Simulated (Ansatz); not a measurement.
# CoO: the cost of one run

Computed with Ansatz 0.2 development build (DFT, PBE+U, PAW, task relax, unless a step's input says otherwise).

## Step 1: Starting point

It takes space group Fm-3m (No. 225, cubic). The conventional cell has a = 4.431 Å, b = 4.431 Å, c = 4.431 Å, α = 90.00°, β = 90.00°, γ = 90.00°. Co (site symmetry m-3m) is surrounded by 6 O at 2.22 Å. O (site symmetry m-3m) has 6 Co at 2.22 Å as nearest neighbours.

Structure file:

```xyz
2
Lattice="0.0000 2.2155 2.2155 2.2155 0.0000 2.2155 2.2155 2.2155 0.0000" Properties=species:S:1:pos:R:3 pbc="T T T"
Co    0.0000    0.0000    0.0000
O     2.2155    2.2155    2.2155
```

## Step 2: The run

File input.yaml:

```yaml
crystal:
  lattice:
    - [0.0, 2.2155, 2.2155]
    - [2.2155, 0.0, 2.2155]
    - [2.2155, 2.2155, 0.0]
  atoms:
    - { symbol: Co, position: [0.0, 0.0, 0.0], spin: 1.7 }
    - { symbol: O, position: [0.5, 0.5, 0.5] }
hamiltonian:
  xc: pbe
  pseudopotentials: { kind: paw }
  dispersion: none
  hubbard: { sites: [{ species: Co, l: d, u_eff: 4.0 }] }
kpoints:
  mp_grid: { kspacing: 0.2 }
magnetization:
  spin_polarized: true
relax:
  cell: {}
scf:
  occupations: { method: fermi_dirac, width: "0.1 eV" }
```

Started as:

```bash
> ansatz run input.yaml --threads 4 --max-ram=10GiB --backend cpu --events-out ev
```

**Question.** How long does this run take on 4 threads of Arm Neoverse V2 (Grace), shared host, and how much memory does it need?

About 4.4 min, with a peak of 3 GiB.
